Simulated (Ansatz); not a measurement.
# C2H7GeNO: a ladder of functionals and wavefunction methods

One table from this session's results is given with a row withheld; the runs are named, their logs left out.

Program: Ansatz 0.2.0, Gaussian basis. Level of theory: functionals in def2-TZVPP, the program's frozen cores in correlated methods. These are calculated values, not measurements.

Plan: LDA (SPW92), PBE-D4, revPBE-D4, BLYP-D4, r2SCAN-D4, B97M-V, PBE0-D4, B3LYP-D4, r2SCANh-D4, r2SCAN0-D4, HSE06-D4, BHLYP-D4, CAM-B3LYP-D4, LC-ωPBE, ωB97X-V, ωB97M-V, B2PLYP, PBE-QIDH; CCSD(T)/def2-SVP; CCSD(T)/def2-TZVPP; MP2/def2-QZVPP; extrapolation to the limit; RPA on PBE.

## The relaxed structure

The geometry comes from an earlier relaxation with PBE0-D4 in a triple-zeta def2 set; it is a stationary point, not always the lowest conformer.

SMILES `C[N](C)[Ge][OH]`, 12 atoms, charge 0, spin multiplicity 1.

Atoms are counted from 1 here; the program's logs count them from 0.

Bond lengths: C1–N2 1.437 Å, C1–H6 1.099 Å, C1–H7 1.092 Å, C1–H8 1.098 Å, N2–C3 1.443 Å, N2–Ge4 1.842 Å, C3–H9 1.094 Å, C3–H10 1.098 Å, C3–H11 1.098 Å, Ge4–O5 1.793 Å, O5–H12 0.961 Å. Angles: N2–C1–H6 111.6°, N2–C1–H7 111.8°, N2–C1–H8 111.2°, H6–C1–H7 107.5°, H6–C1–H8 107.4°, H7–C1–H8 107.1°, C1–N2–C3 112.7°, C1–N2–Ge4 129.8°, C3–N2–Ge4 117.5°, N2–C3–H9 110.3°, N2–C3–H10 111.6°, N2–C3–H11 111.6°, H9–C3–H10 107.9°, H9–C3–H11 107.8°, H10–C3–H11 107.5°, N2–Ge4–O5 101.9°, Ge4–O5–H12 117.7°.

As a file:

```csv
atom,x (Å),y (Å),z (Å)
C1,-0.54075,0.49246,0.83547
N2,0.15940,-0.19407,-0.21447
C3,0.64022,-1.49208,0.19215
Ge4,0.51500,0.34231,-1.94022
O5,-0.20649,1.98313,-1.97352
H6,0.11393,0.69257,1.69469
H7,-0.94073,1.45039,0.49715
H8,-1.39002,-0.10076,1.20072
H9,1.16201,-1.98007,-0.63630
H10,-0.18349,-2.14800,0.50474
H11,1.34187,-1.41841,1.03405
H12,-0.59385,2.31744,-1.16045
```

The first run:

Input file in.yaml:

```yaml
crystal:
  periodic: [false, false, false]
  atoms:
    - {symbol: C, position_ang: [-0.540752, 0.492461, 0.835465]}
    - {symbol: N, position_ang: [0.159405, -0.194068, -0.214467]}
    - {symbol: C, position_ang: [0.640219, -1.492081, 0.192145]}
    - {symbol: Ge, position_ang: [0.515003, 0.342312, -1.940222]}
    - {symbol: O, position_ang: [-0.206489, 1.983134, -1.973517]}
    - {symbol: H, position_ang: [0.113933, 0.692566, 1.694691]}
    - {symbol: H, position_ang: [-0.940733, 1.450386, 0.497146]}
    - {symbol: H, position_ang: [-1.390020, -0.100764, 1.200722]}
    - {symbol: H, position_ang: [1.162009, -1.980069, -0.636303]}
    - {symbol: H, position_ang: [-0.183495, -2.148003, 0.504743]}
    - {symbol: H, position_ang: [1.341874, -1.418410, 1.034051]}
    - {symbol: H, position_ang: [-0.593852, 2.317436, -1.160454]}
basis:
  gaussian: {orbitals: def2-TZVPP}
hamiltonian: {xc: lda}
output: {orbitals: {seedname: orbitals}}
```

The run is started by

```
$ ansatz run in.yaml --threads 4 --pin off --events-out ev --progress --plain --max-ram 10444MiB
```

Among the steps run: LDA; PBE-D4 (GGA); revPBE-D4 (GGA); BLYP-D4 (GGA); r2SCAN-D4 (meta-GGA); B97M-V (meta-GGA); PBE0-D4 (hybrid); B3LYP-D4 (hybrid); r2SCANh-D4 (hybrid); r2SCAN0-D4 (hybrid); HSE06-D4 (hybrid); BHLYP-D4 (hybrid); CAM-B3LYP-D4 (range-separated); LC-ωPBE (range-separated); ωB97X-V (range-separated); ωB97M-V (range-separated); B2PLYP (double hybrid); PBE-QIDH (double hybrid).

One table of the session follows, with a row left open; its other results are not shown here.

It belongs to the step «Frontier levels by functional». 

| functional | HOMO (eV) | gap (eV) |
| --- | --- | --- |
| LDA (SPW92) | -5.64 | 3.65 |
| PBE-D4 | -5.50 | 3.70 |
| revPBE-D4 | -5.44 | 3.73 |
| BLYP-D4 | -5.37 | 3.67 |
| r2SCAN-D4 | -5.75 | 4.02 |
| B97M-V | ? | ? |
| PBE0-D4 | -6.74 | 5.68 |
| B3LYP-D4 | -6.52 | 5.25 |
| r2SCANh-D4 | -6.21 | 4.76 |
| r2SCAN0-D4 | -6.92 | 5.89 |
| HSE06-D4 | -6.34 | 4.91 |
| BHLYP-D4 | -7.90 | 7.66 |
| CAM-B3LYP-D4 | -8.06 | 8.02 |
| LC-ωPBE | -9.39 | 10.46 |
| ωB97X-V | -9.06 | 10.03 |
| ωB97M-V | -8.97 | 9.82 |

**Question.** Estimate the row for B97M-V.

The run gave: HOMO (eV): -5.80; gap (eV): 4.11. In the column «HOMO (eV)» it lies between r2SCANh-D4 (-6.21) and r2SCAN-D4 (-5.75).
